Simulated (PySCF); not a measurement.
# C11H7N3O2: NMR shifts at several levels of theory, part 2 of 2

PySCF 2.14.0. Atoms count from 0. Earlier steps stand in the parts before.

## 6. Nuclear shieldings: KT2/pcSseg-1

What the job is given:

```
{"job": {"kind": "nmr", "xc": "KT2", "basis": "pcSseg-1", "pop": false}, "charge": 0, "multiplicity": 1}
C     -4.536925    -0.072199     1.555822
C     -4.533112    -0.253223     0.173554
C     -3.316648    -0.266507    -0.496060
C     -2.148690    -0.095631     0.259617
C     -0.859116    -0.105086    -0.425341
N     -0.636790    -0.252019    -1.695683
N      0.711801    -0.192634    -1.877035
C      1.227017    -0.012554    -0.695875
C      2.603855     0.118781    -0.305562
C      3.190005     0.302317     0.921480
C      4.591012     0.356521     0.674421
C      4.738582     0.202172    -0.675220
O      3.543454     0.058760    -1.270518
O      0.286407     0.051871     0.266781
N     -2.142875     0.077724     1.581664
C     -3.313602     0.088166     2.207680
H     -5.469770    -0.054740     2.122765
H     -5.468289    -0.382450    -0.376178
H     -3.242080    -0.403390    -1.575893
H      2.669591     0.385666     1.872394
H      5.386814     0.492167     1.402838
H      5.604655     0.174564    -1.331133
H     -3.282067     0.232603     3.293515
```

Method: GIAO KT2/pcSseg-1 NMR shielding, non-relativistic, gas phase.

Output:

```text
coarse grid: 21648 points
cycle   1  E = -750.2802674264  dE =  3.142e+00  |g| = 8.534e-01  |ddm| = 5.166e+00
cycle   2  E = -749.9687433444  dE =  3.115e-01  |g| = 1.506e+00  |ddm| = 2.223e+00
cycle   3  E = -750.4213472864  dE = -4.526e-01  |g| = 2.063e-01  |ddm| = 1.372e+00
cycle   4  E = -750.4279463490  dE = -6.599e-03  |g| = 1.204e-01  |ddm| = 3.159e-01
cycle   5  E = -750.4314655921  dE = -3.519e-03  |g| = 3.451e-02  |ddm| = 1.528e-01
cycle   6  E = -750.4317325315  dE = -2.669e-04  |g| = 1.419e-02  |ddm| = 4.817e-02
cycle   7  E = -750.4317661919  dE = -3.366e-05  |g| = 6.992e-03  |ddm| = 1.736e-02
cycle   8  E = -750.4317778179  dE = -1.163e-05  |g| = 1.728e-03  |ddm| = 8.032e-03
cycle   9  E = -750.4317784237  dE = -6.058e-07  |g| = 7.740e-04  |ddm| = 2.438e-03
final grid: 216288 points
cycle  10  E = -750.4768547966  dE = -6.260e-04  |g| = 1.649e-02  |ddm| = 1.748e-01
cycle  11  E = -750.4768265657  dE =  2.823e-05  |g| = 1.900e-02  |ddm| = 4.105e-02
cycle  12  E = -750.4769053818  dE = -7.882e-05  |g| = 8.488e-03  |ddm| = 2.904e-02
cycle  13  E = -750.4769219000  dE = -1.652e-05  |g| = 2.020e-03  |ddm| = 9.604e-03
cycle  14  E = -750.4769226360  dE = -7.360e-07  |g| = 8.780e-04  |ddm| = 2.523e-03
cycle  15  E = -750.4769227902  dE = -1.541e-07  |g| = 2.126e-04  |ddm| = 8.808e-04
cycle  16  E = -750.4769227980  dE = -7.792e-09  |g| = 1.156e-04  |ddm| = 3.289e-04
cycle  17  E = -750.4769228014  dE = -3.433e-09  |g| = 2.434e-05  |ddm| = 1.297e-04
cycle  18  E = -750.4769228015  dE = -1.107e-10  |g| = 7.684e-06  |ddm| = 2.663e-05
converged SCF energy = -750.4769228015

GIAO shielding tensors (ppm)
atom      isotropic    diamagn.    paramagn.     s11        s22        s33       span
  0 C       64.016     259.207    -195.191    -38.037     59.215    170.871    208.908
  1 C       53.203     250.429    -197.227    -50.183     35.060    174.730    224.913
  2 C       64.527     251.856    -187.329    -33.453     54.785    172.248    205.702
  3 C       45.009     253.720    -208.712    -48.161     47.912    135.274    183.435
  4 C       26.907     252.282    -225.375    -46.868     54.669     72.922    119.790
  5 N      -69.252     333.454    -402.706   -287.014    -81.930    161.187    448.202
  6 N      -61.382     331.249    -392.631   -271.445    -72.345    159.646    431.091
  7 C       32.105     254.285    -222.180    -39.010     57.637     77.688    116.699
  8 C       47.032     250.871    -203.839     -8.501     49.571    100.024    108.525
  9 C       73.924     253.837    -179.914      4.728     59.381    157.663    152.935
 10 C       74.680     260.278    -185.598     -0.815     68.353    156.502    157.317
 11 C       43.371     248.096    -204.725    -25.596     50.740    104.969    130.564
 12 O       42.184     388.543    -346.359    -99.602    -19.443    245.597    345.199
 13 O       37.557     406.752    -369.195    -43.221    -19.043    174.935    218.156
 14 N      -56.629     330.979    -387.608   -338.882   -119.409    288.405    627.287
 15 C       39.291     249.646    -210.355    -58.696     36.361    140.209    198.905
 16 H       24.309      26.541      -2.232     21.860     24.361     26.705      4.845
 17 H       23.635      26.916      -3.282     20.399     24.232     26.274      5.875
 18 H       22.805      31.916      -9.111     18.152     22.884     27.379      9.227
 19 H       23.967      34.251     -10.285     20.307     25.078     26.515      6.208
 20 H       24.585      29.088      -4.503     22.427     24.979     26.349      3.922
 21 H       23.624      26.232      -2.608     20.522     24.503     25.846      5.325
 22 H       22.674      29.571      -6.898     18.491     23.455     26.075      7.584
```

It took 30 s on 8 threads of AMD EPYC 9R14 (Zen 4), shared host.

This run: δ C4 156.3, C7 151.1, C15 143.9, C11 139.8, H22 8.51, H18 8.37 ppm.

## 7. Shielding tensors: HF/pcSseg-1

Same as in step 6 but for these lines:

```diff
@@ -1,2 +1,2 @@
-{"job": {"kind": "nmr", "xc": "KT2", "basis": "pcSseg-1", "pop": false}, "charge": 0, "multiplicity": 1}
+{"job": {"kind": "nmr", "xc": "HF", "basis": "pcSseg-1", "pop": false}, "charge": 0, "multiplicity": 1}
 C     -4.536925    -0.072199     1.555822
```

Method: GIAO HF/pcSseg-1 NMR shielding, non-relativistic, gas phase.

Output:

```text
final grid: 216288 points
cycle   1  E = -733.2370875195  dE =  5.698e+00  |g| = 9.650e-01  |ddm| = 5.045e+00
cycle   2  E = -733.4580793270  dE = -2.210e-01  |g| = 4.642e-01  |ddm| = 1.271e+00
cycle   3  E = -733.5012850424  dE = -4.321e-02  |g| = 1.392e-01  |ddm| = 5.396e-01
cycle   4  E = -733.5066222651  dE = -5.337e-03  |g| = 4.977e-02  |ddm| = 1.990e-01
cycle   5  E = -733.5072553848  dE = -6.331e-04  |g| = 1.353e-02  |ddm| = 6.825e-02
cycle   6  E = -733.5073202702  dE = -6.489e-05  |g| = 5.851e-03  |ddm| = 2.064e-02
cycle   7  E = -733.5073379922  dE = -1.772e-05  |g| = 2.086e-03  |ddm| = 1.089e-02
cycle   8  E = -733.5073413230  dE = -3.331e-06  |g| = 8.452e-04  |ddm| = 5.008e-03
cycle   9  E = -733.5073418871  dE = -5.641e-07  |g| = 4.016e-04  |ddm| = 1.627e-03
cycle  10  E = -733.5073420518  dE = -1.648e-07  |g| = 1.604e-04  |ddm| = 9.926e-04
cycle  11  E = -733.5073420900  dE = -3.816e-08  |g| = 8.335e-05  |ddm| = 5.034e-04
cycle  12  E = -733.5073420970  dE = -7.015e-09  |g| = 3.168e-05  |ddm| = 2.322e-04
cycle  13  E = -733.5073420981  dE = -1.098e-09  |g| = 9.386e-06  |ddm| = 1.097e-04
cycle  14  E = -733.5073420982  dE = -8.163e-11  |g| = 4.586e-06  |ddm| = 2.323e-05
converged SCF energy = -733.5073420982

GIAO shielding tensors (ppm)
atom      isotropic    diamagn.    paramagn.     s11        s22        s33       span
  0 C       60.965     262.293    -201.328    -58.716     58.136    183.475    242.191
  1 C       43.720     254.927    -211.207    -80.504     23.554    188.111    268.615
  2 C       61.307     252.464    -191.157    -54.769     52.951    185.739    240.507
  3 C       37.854     249.416    -211.562    -85.519     44.563    154.518    240.037
  4 C       19.281     251.440    -232.159    -92.735     61.010     89.568    182.304
  5 N      -89.699     331.355    -421.054   -354.125   -100.921    185.949    540.074
  6 N      -80.171     327.946    -408.117   -331.833    -91.682    183.002    514.835
  7 C       23.744     252.236    -228.491    -85.328     61.030     95.530    180.859
  8 C       44.991     248.780    -203.789    -38.755     57.690    116.038    154.793
  9 C       67.499     251.288    -183.789    -23.279     56.884    168.892    192.171
 10 C       74.900     265.742    -190.842    -19.131     75.763    168.068    187.199
 11 C       36.469     249.114    -212.645    -61.417     51.132    119.693    181.111
 12 O       63.920     391.703    -327.782    -75.225    -12.142    279.128    354.353
 13 O       60.351     406.259    -345.909    -28.404     -7.192    216.649    245.053
 14 N      -96.225     329.147    -425.372   -421.818   -174.837    307.981    729.800
 15 C       33.054     245.592    -212.538    -88.527     29.809    157.881    246.407
 16 H       24.289      26.551      -2.262     20.954     24.759     27.154      6.199
 17 H       23.503      27.191      -3.687     19.724     24.206     26.580      6.856
 18 H       22.760      31.574      -8.815     17.345     22.978     27.956     10.610
 19 H       23.973      33.079      -9.106     19.799     25.134     26.985      7.186
 20 H       24.888      28.365      -3.477     22.045     25.285     27.333      5.288
 21 H       23.814      25.895      -2.081     20.058     25.115     26.270      6.212
 22 H       22.735      29.562      -6.827     18.152     23.584     26.469      8.317
```

Wall time 32 s (8 threads of AMD EPYC 9R14 (Zen 4), shared host).

In short: δ C4 171.6, C7 167.1, C15 157.8, C11 154.4, H22 8.95, H18 8.93 ppm.

## 8. Side by side: NMR shifts

Shifts (ppm) of some atoms, chosen among heavy atoms and hydrogens apart, with basis size and wall time:

```
             run   H18   H17     N5    N14     N6    O13    O12  functions  time
   PBE0/pcSseg-1  8.79  7.93  357.1  350.6  348.4  305.4  300.0        307  47 s
    PBE/pcSseg-1  8.63  7.73  357.3  345.7  348.4  312.0  306.5        307  29 s
wB97X-D/pcSseg-1  8.81  7.97  353.4  350.8  345.0  302.5  296.1        307  61 s
    KT2/pcSseg-1  8.37  7.54  333.6  320.9  325.7  293.1  288.5        307  30 s
     HF/pcSseg-1  8.93  8.18  355.4  361.9  345.9  273.0  269.4        307  32 s
```

## 9. What came out

This closing draws on all 2 parts.

```
                              quantity                                                                            value
                           point group                                                                               Cs
  rotational constants (main isotopes)                                                             1.96, 0.25, 0.22 GHz
13C shifts against TMS (PBE0/pcSseg-1)  167.5, 162.0, 155.2, 149.9, 149.0, 144.9, 142.0, 129.7, 129.0, 119.9, 117.6 ppm
 1H shifts against TMS (PBE0/pcSseg-1)                                     8.87, 8.79, 7.93, 7.66, 7.46, 7.29, 6.78 ppm
15N shifts against NH3 (PBE0/pcSseg-1)                                                          357.1, 350.6, 348.4 ppm
17O shifts against H2O (PBE0/pcSseg-1)                                                                 305.4, 300.0 ppm
             range of the shift of N14                                                               320.9 to 361.9 ppm
```

**Reading.** Single values in the summary come from the first sound run of each kind (PBE0/pcSseg-1), which need not be the best level. The optimisation took 8 steps and gained 0.078 eV; among the close pairs (by a distance rule), N5–N6 changed most, from 1.335 to 1.362 Å. At PBE0/pcSseg-1: The largest span, 703 ppm, is at N14, where the paramagnetic term is -415 ppm. NICS(1)zz of -26 ppm above the planar ring from C0 marks a diatropic (aromatic) ring current. NICS(1)zz of -21 ppm above the planar ring from C4 marks a diatropic (aromatic) ring current. NICS(1)zz of -25 ppm above the planar ring from C8 marks a diatropic (aromatic) ring current. In ppm, N14 moves most: its shift spreads over 41.0 ppm, from 320.9 (KT2/pcSseg-1) to 361.9 (HF/pcSseg-1).
